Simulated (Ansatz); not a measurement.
# C4H12ClGa: the cost of one run

Method: RKS PBE/def2-SVP, in Ansatz 0.2.0.

**1. Starting point**

Bond lengths (14 of 15 bonds, heavy atoms first): Ga1–C3 1.980 Å, C3–C6 1.520 Å, Ga1–C10 1.980 Å, C10–C13 1.520 Å, Ga1–Cl17 2.540 Å, C3–H4 1.110 Å, C3–H5 1.110 Å, C6–H7 1.110 Å, C6–H8 1.110 Å, C6–H9 1.110 Å, C10–H11 1.110 Å, C10–H12 1.110 Å, C13–H14 1.110 Å, C13–H15 1.110 Å. Angles (14 of 27 angles, heavy atoms first): Ga1–C3–C6 109.5°, C3–Ga1–C10 120.0°, C3–Ga1–Cl17 97.0°, C10–Ga1–Cl17 101.2°, Ga1–C10–C13 109.5°, Ga1–C3–H4 109.5°, Ga1–C3–H5 109.5°, H4–C3–C6 109.4°, H5–C3–C6 109.4°, C3–C6–H7 109.5°, C3–C6–H8 109.5°, C3–C6–H9 109.5°, Ga1–C10–H11 109.5°, Ga1–C10–H12 109.5°.

Coordinates:

```xyz
18

Ga    0.0000    0.0000    0.0000
H     0.0000    0.0000    1.9200
C     1.7147    0.0000   -0.9900
H     2.0443   -1.0462   -1.1602
H     1.5782    0.5080   -1.9674
C     2.7685    0.7369   -0.1795
H     3.6923    0.1238   -0.1284
H     2.9965    1.7088   -0.6648
H     2.3873    0.9171    0.8472
C    -1.7147    0.0000   -0.9900
H    -2.2748   -0.9305   -0.7608
H    -2.3188    0.8797   -0.6846
C    -1.4385    0.0696   -2.4831
H    -2.3553   -0.2101   -3.0429
H    -1.1392    1.1028   -2.7568
H    -0.6190   -0.6331   -2.7415
Cl    0.1062   -2.4081    0.8009
H     0.0434   -0.9851    1.9581
```

**2. A restrained relaxation towards end A**

Springs on the bonds that form and break draw the guess towards this end; the thresholds are loose.

Input file input.yaml:

```yaml
crystal:
  periodic: [false, false, false]
  atoms:
    - { symbol: Ga, position_ang: [0.0, 0.0, 0.0] }
    - { symbol: H, position_ang: [0.0, 0.0, 1.92] }
    - { symbol: C, position_ang: [1.7147, 0.0, -0.99] }
    - { symbol: H, position_ang: [2.0443, -1.0462, -1.1602] }
    - { symbol: H, position_ang: [1.5782, 0.508, -1.9674] }
    - { symbol: C, position_ang: [2.7685, 0.7369, -0.1795] }
    - { symbol: H, position_ang: [3.6923, 0.1238, -0.1284] }
    - { symbol: H, position_ang: [2.9965, 1.7088, -0.6648] }
    - { symbol: H, position_ang: [2.3873, 0.9171, 0.8472] }
    - { symbol: C, position_ang: [-1.7147, 0.0, -0.99] }
    - { symbol: H, position_ang: [-2.2748, -0.9305, -0.7608] }
    - { symbol: H, position_ang: [-2.3188, 0.8797, -0.6846] }
    - { symbol: C, position_ang: [-1.4385, 0.0696, -2.4831] }
    - { symbol: H, position_ang: [-2.3553, -0.2101, -3.0429] }
    - { symbol: H, position_ang: [-1.1392, 1.1028, -2.7568] }
    - { symbol: H, position_ang: [-0.619, -0.6331, -2.7415] }
    - { symbol: Cl, position_ang: [0.1062, -2.4081, 0.8009] }
    - { symbol: H, position_ang: [0.0434, -0.9851, 1.9581] }
basis:
  gaussian: { orbitals: def2-SVP }
hamiltonian:
  xc: pbe
relax:
  f_tol: 0.15
  max_steps: 25
  restrain:
    - { distance: [0, 16], at: 3.44, k: 30.0 }
    - { distance: [17, 1], at: 1.86, k: 30.0 }
    - { distance: [0, 1], at: 1.57, k: 30.0 }
    - { distance: [17, 16], at: 1.37, k: 30.0 }
output:
  orbitals: {}
```

On the command line:

```console
$ ansatz run input.yaml --threads 4 --pin off --max-ram 5120MiB --backend cpu --events-out ev --progress --plain --runs-dir out
```

**Question.** How long does this run take on 4 threads of Intel Xeon Platinum 8259CL at 2.50GHz (Skylake/Cascade Lake), shared host, and how much memory does it need?

About 38 s, with a peak of 0.28 GiB.
